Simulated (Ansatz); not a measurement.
**C₁₀H₂₀N₂: up Jacob's ladder to CCSD(T)**

One table from this session's results is given with a row withheld; the runs are named, their logs left out.

Method: functionals in def2-TZVPP, the program's frozen cores in correlated methods; program: Ansatz 0.2.0, Gaussian basis.

Levels to be run: LDA (SPW92), PBE-D4, revPBE-D4, BLYP-D4, r2SCAN-D4, B97M-V, PBE0-D4, B3LYP-D4, r2SCANh-D4, r2SCAN0-D4, HSE06-D4, BHLYP-D4, CAM-B3LYP-D4, LC-ωPBE, ωB97X-V, ωB97M-V, B2PLYP, PBE-QIDH; CCSD(T)/def2-SVP; CCSD(T)/def2-TZVPP; MP2/def2-QZVPP; extrapolation to the limit; RPA on PBE.

## The relaxed structure

The geometry comes from an earlier relaxation with PBE0-D4 in a triple-zeta def2 set; it is a stationary point, not always the lowest conformer.

32 atoms, charge 0, spin multiplicity 1.

Atoms are counted from 1 here; the program's logs count them from 0.

Bond lengths: C1–C2 1.528 Å, C1–H13 1.093 Å, C1–H14 1.093 Å, C1–H15 1.091 Å, C2–C3 1.528 Å, C2–C4 1.524 Å, C2–N5 1.457 Å, C3–H16 1.093 Å, C3–H17 1.091 Å, C3–H18 1.093 Å, C4–H19 1.093 Å, C4–H20 1.093 Å, C4–H21 1.092 Å, N5–C6 1.264 Å, C6–C7 1.465 Å, C6–H22 1.095 Å, C7–N8 1.264 Å, C7–H23 1.095 Å and more. Angles: C2–C1–H13 110.6°, C2–C1–H14 110.4°, C2–C1–H15 110.2°, H13–C1–H14 108.4°, H13–C1–H15 108.2°, H14–C1–H15 108.9°, C1–C2–C3 109.4°, C1–C2–C4 109.8°, C1–C2–N5 105.9°, C3–C2–C4 109.9°, C3–C2–N5 105.9°, C4–C2–N5 115.6°, C2–C3–H16 110.6°, C2–C3–H17 110.2°, C2–C3–H18 110.4°, H16–C3–H17 108.2°, H16–C3–H18 108.4°, H17–C3–H18 108.9° and more.

The first run:

in.yaml

```yaml
crystal:
  periodic: [false, false, false]
  atoms:
    - {symbol: C, position_ang: [-1.636278, 3.051250, 1.905905]}
    - {symbol: C, position_ang: [-2.127620, 1.738742, 1.296765]}
    - {symbol: C, position_ang: [-3.041205, 1.026191, 2.293256]}
    - {symbol: C, position_ang: [-2.888553, 2.020082, 0.006731]}
    - {symbol: N, position_ang: [-0.948162, 0.894320, 1.161138]}
    - {symbol: C, position_ang: [-0.596968, 0.425352, 0.041678]}
    - {symbol: C, position_ang: [0.595632, -0.420398, -0.045794]}
    - {symbol: N, position_ang: [0.944044, -0.893565, -1.164358]}
    - {symbol: C, position_ang: [2.121800, -1.740490, -1.299263]}
    - {symbol: C, position_ang: [2.895450, -2.003151, -0.012859]}
    - {symbol: C, position_ang: [1.623940, -3.061534, -1.884324]}
    - {symbol: C, position_ang: [3.025776, -1.043136, -2.314997]}
    - {symbol: H, position_ang: [-0.974730, 3.574380, 1.211431]}
    - {symbol: H, position_ang: [-2.481607, 3.704203, 2.135924]}
    - {symbol: H, position_ang: [-1.081000, 2.855916, 2.824686]}
    - {symbol: H, position_ang: [-3.398991, 0.080463, 1.879488]}
    - {symbol: H, position_ang: [-2.498947, 0.811931, 3.215591]}
    - {symbol: H, position_ang: [-3.906940, 1.649666, 2.529101]}
    - {symbol: H, position_ang: [-2.264746, 2.537675, -0.726631]}
    - {symbol: H, position_ang: [-3.266344, 1.101565, -0.449776]}
    - {symbol: H, position_ang: [-3.746925, 2.659863, 0.221170]}
    - {symbol: H, position_ang: [-1.118712, 0.596731, -0.905313]}
    - {symbol: H, position_ang: [1.119393, -0.588737, 0.900626]}
    - {symbol: H, position_ang: [2.280592, -2.513280, 0.733150]}
    - {symbol: H, position_ang: [3.753872, -2.642928, -0.227118]}
    - {symbol: H, position_ang: [3.274245, -1.077405, 0.427981]}
    - {symbol: H, position_ang: [2.466794, -3.717954, -2.113543]}
    - {symbol: H, position_ang: [0.969491, -3.574342, -1.175559]}
    - {symbol: H, position_ang: [1.059346, -2.879382, -2.800126]}
    - {symbol: H, position_ang: [3.889209, -1.670166, -2.549848]}
    - {symbol: H, position_ang: [3.387584, -0.091354, -1.919005]}
    - {symbol: H, position_ang: [2.474555, -0.842609, -3.235108]}
basis:
  gaussian: {orbitals: def2-TZVPP}
hamiltonian: {xc: lda}
output: {orbitals: {seedname: orbitals}}
```

The run is started by

```
$ ansatz run in.yaml --threads 11 --pin off --events-out ev --progress --plain --max-ram 174080MiB --backend cuda --devices 0, --max-vram 75GiB
```

Steps of the session up to this table: LDA; PBE-D4 (GGA); revPBE-D4 (GGA); BLYP-D4 (GGA); r2SCAN-D4 (meta-GGA); B97M-V (meta-GGA); B3LYP-D4 (hybrid); r2SCANh-D4 (hybrid); r2SCAN0-D4 (hybrid); HSE06-D4 (hybrid); BHLYP-D4 (hybrid); CAM-B3LYP-D4 (range-separated); LC-ωPBE (range-separated); ωB97X-V (range-separated); ωB97M-V (range-separated); B2PLYP (double hybrid); PBE-QIDH (double hybrid).

One table of the session follows, with a row left open; its other results are not shown here.

It belongs to the step «Orbital energies across the functionals». 

```
  functional  HOMO (eV)  gap (eV)
 LDA (SPW92)      -5.85      3.38
      PBE-D4      -5.71      3.49
   revPBE-D4      -5.65      3.52
     BLYP-D4      -5.62      3.56
   r2SCAN-D4          ?         ?
      B97M-V      -6.24      4.22
     PBE0-D4      -7.17      5.96
    B3LYP-D4      -6.95      5.52
  r2SCANh-D4      -6.55      4.83
  r2SCAN0-D4      -7.37      6.22
    HSE06-D4      -6.76      5.17
    BHLYP-D4      -8.58      8.55
CAM-B3LYP-D4      -8.61      8.56
     LC-ωPBE      -9.92     11.01
     ωB97X-V      -9.64     10.64
     ωB97M-V      -9.57     10.50
```

Estimate the missing values for r2SCAN-D4.

Worked estimate for «HOMO (eV)». Against the share of exact exchange, r2SCANh-D4 (0.1, -6.55), r2SCAN0-D4 (0.25, -7.37) give a slope of -5.47 per unit share; at 0 the line stands at -6.00.

**Answer.** HOMO (eV): -6.00; gap (eV): 3.91. In «HOMO (eV)» the line misses by 0.00.
